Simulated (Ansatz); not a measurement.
The system is NiMoIrPdW.

```xyz
5
Lattice="2.3446 -1.4314 0.0091 2.3446 1.4314 0.0091 -2.2060 0.0000 10.9237" Properties=species:S:1:pos:R:3 pbc="T T T"
Ni    1.6857    0.0000    3.2343
Mo   -0.5221    0.0000    9.9690
Pd    0.0775    0.0000    5.3638
Ir    3.2778    0.0000    1.1936
W     1.6891    0.0000    7.5942
```

The cell was built by a generator and needn't be a form met in nature.

Base run:

| Property | Result |
| --- | --- |
| Program | Ansatz 0.2.0 |
| Functional | PBE |
| Potentials or basis | Ansatz PAW |
| Cutoff | 420 eV (not typed: the program's choice for these potentials) |
| k mesh | 11 × 11 × 3 |
| Occupations | fermi-dirac, width 0.05 eV |
| Spin | collinear spin, ferromagnetic start |
| Starting moments | [1.0, 1.0, 0.0, 0.6, 0.0] μB |
| Hubbard terms | Ir d U = 4 eV, Mo d U = 4 eV, Ni d U = 4 eV, Pd d U = 4 eV, W d U = 4 eV |

Its results: band gap on the k mesh none (metal or under the smearing width); pressure 6.0 GPa; net moment 1.34 μB per cell; largest force 0.527 eV/Å.

Problem. The run is repeated on the same cell with these changes: hubbard terms from Ir d U = 4 eV, Mo d U = 4 eV, Ni d U = 4 eV, Pd d U = 4 eV, W d U = 4 eV to Ir d U = 2 eV, Mo d U = 2 eV, Ni d U = 2 eV, Pd d U = 2 eV, W d U = 2 eV. What comes out?

Solution. Band gap on the k mesh none (metal or under the smearing width); pressure 0.4 GPa; net moment 0.00 μB per cell; largest force 0.263 eV/Å.

Caveats: the magnetic or orbital state may not be the lowest; the U is typed as a test and isn't derived for this compound; the starting moments weren't kept (some runs).
